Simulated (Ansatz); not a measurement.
# BiPt₃, space group Pm-3m: a calculation of the elastic constants

Program: Ansatz 0.2.0, Python API.

The cells in order, each with its output:

**Cell 1**
```python
import warnings

import ansatz as az
import numpy as np
from pymatgen.core import Lattice, Structure
from pymatgen.io.ase import AseAtomsAdaptor
```

**Cell 2**
```python
warnings.simplefilter('ignore', az.DeckWarning)
```

**Cell 3**
```python
pmg_structure = Structure(
    Lattice([(4.186495, 0.0, 0.0), (0.0, 4.186495, 0.0), (0.0, 0.0, 4.186495)]),
    ['Bi', 'Pt', 'Pt', 'Pt'],
    [
        (0.0, 0.0, 0.0),
        (0.0, 0.5, 0.5),
        (0.5, 0.0, 0.5),
        (0.5, 0.5, 0.0),
    ],
)
cell = az.Crystal.from_ase(AseAtomsAdaptor.get_atoms(pmg_structure))

[site.symbol for site in cell.resolved().sites]
```
Output:
```text
['Bi', 'Pt', 'Pt', 'Pt']
```

**Cell 4**
```python
calc = (
    cell.calculation()
    .functional('r2scan')
    .pseudopotentials('paw')
    .occupations('Methfessel-Paxton', width=0.1)
    .kpoints(11, 11, 11)
)
res = calc.elastic('relaxed-ion', amplitude=0.005).run(threads=1, backend='cpu')
elastic = res.elastic
```

**Cell 5**
```python
C = np.asarray(elastic.c_gpa)
for i in range(6):
    for j in range(i, 6):
        if abs(C[i, j]) > 0.05:
            print(f'C{i + 1}{j + 1} = {C[i, j]:.1f} GPa')
print('smallest eigenvalue of C:', round(elastic.stability.min_eigenvalue_gpa, 1), 'GPa; tensor positive definite:', elastic.stability.min_eigenvalue_gpa > 0)
# averaged moduli need a positive definite tensor
if elastic.stability.min_eigenvalue_gpa > 0:
    m = elastic.moduli
    anisotropy = 5 * m.g_voigt_gpa / m.g_reuss_gpa + m.k_voigt_gpa / m.k_reuss_gpa - 6
    print(f'Voigt K {m.k_voigt_gpa:.1f} G {m.g_voigt_gpa:.1f}; Reuss K {m.k_reuss_gpa:.1f} G {m.g_reuss_gpa:.1f}; universal anisotropy index {anisotropy:.3f}')
```
Output:
```text
C11 = 162.9 GPa
C12 = 144.3 GPa
C13 = 144.3 GPa
C22 = 162.9 GPa
C23 = 144.3 GPa
C33 = 162.9 GPa
C44 = 14.5 GPa
C55 = 14.5 GPa
C66 = 14.5 GPa
smallest eigenvalue of C: 14.5 GPa; tensor positive definite: True
Voigt K 150.5 G 12.4; Reuss K 150.5 G 11.9; universal anisotropy index 0.240
```

Notes:
- The cell isn't relaxed first, so the values belong to this volume.
- A positive definite tensor excludes instabilities under uniform strain alone; phonons elsewhere in the zone can still be imaginary.
- Spin-orbit coupling, which matters for elements this heavy, is left out.
- At these settings the cell as given stands under about -6 GPa, so it isn't at this functional's equilibrium volume.
- This cell is a computed structure, which may not be the phase found in nature.
- Shear constants of a metal converge slowly with the k-point mesh and can be wrong in sign on a coarse one; the constants belong to the cell that was strained.
- Finished in 9.9 min on 1 thread of Arm Neoverse V2, with other jobs on the host, peak memory 1.1 GiB.

(A comment or docstring line of the script was reworded after the run, the code is as it ran.)
